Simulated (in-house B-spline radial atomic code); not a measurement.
# Ar¹²⁺: excited configurations

Wanted: excitation energies of Ar¹²⁺ as differences of total energies (ΔSCF).

The numbers are computed with in-house B-spline radial atomic code version 1 (non-relativistic Hartree-Fock, average of configuration, point nucleus, basis-set limit), except any that are marked as measured or tabulated.

## 1. Starting point

- element: argon (Z = 18)
- charge: +12
- electrons: 6
- configuration: [He] 2s2 2p2
- Hamiltonian: non-relativistic
- nucleus: point

Outer shells as boxes (Hund's rule):

[He] 2s2 2p2
```
[He] core
2s [↑↓]
2p [↑ ][↑ ][  ]
```

The boxes draw the filling by Hund's rule, which heavy ions in jj coupling don't follow; these runs average over all states of the configuration.

The run's settings:

```ini
Z = 18
electrons = 6.0
configuration = [He] 2s2 2p2
hamiltonian = nr
method = hf
spin_polarised = False
```

This reference run was done before. Its total energy is -430.238911 hartree, and its levels are (the highest eight at most):

```tsv
orbital	occupation	energy (eV)	<r> (bohr)
1s	2	-3735.03	0.08556
2s	2	-721.41	0.3782
2p	2	-682.16	0.3288
```

## 2. Configuration [He] 2s2 3s1 4p1

The run's settings:

```ini
Z = 18
electrons = 6.0
configuration = [He] 2s2 3s1 4p1
hamiltonian = nr
method = hf
spin_polarised = False
```

## 3. Configuration [He] 2s1 2p1 4s1 4p1

The run's settings:

```ini
Z = 18
electrons = 6.0
configuration = [He] 2s1 2p1 4s1 4p1
hamiltonian = nr
method = hf
spin_polarised = False
```

## 4. [He] 2s1 2p1 4s1 4d1

The run's settings:

```ini
Z = 18
electrons = 6.0
configuration = [He] 2s1 2p1 4s1 4d1
hamiltonian = nr
method = hf
spin_polarised = False
```

Q: How far above the reference does each configuration lie (order and size, in eV)?

The runs gave:

| net move | configuration | energy above the reference (eV) | largest <r> (bohr) |
| --- | --- | --- | --- |
| 2×2p → 3s, 4p | [He] 2s2 3s1 4p1 | 949.34 | 1.63 |
| 2p, 2s → 4p, 4s | [He] 2s1 2p1 4s1 4p1 | 1123.17 | 1.62 |
| 2p, 2s → 4d, 4s | [He] 2s1 2p1 4s1 4d1 | 1129.71 | 1.62 |

The energies run from 949.34 eV (2×2p → 3s, 4p) to 1129.71 eV (2p, 2s → 4d, 4s). Koopmans' estimate of the ionisation threshold is 682.16 eV; 3 configurations exceed it by over 2 % and could autoionise. Two partly filled shells share a symmetry and can mix in the average, which may lower the energy, for: 2p, 2s → 4p, 4s; 2p, 2s → 4d, 4s. These are averages over configurations, without correlation, not spectroscopic levels.
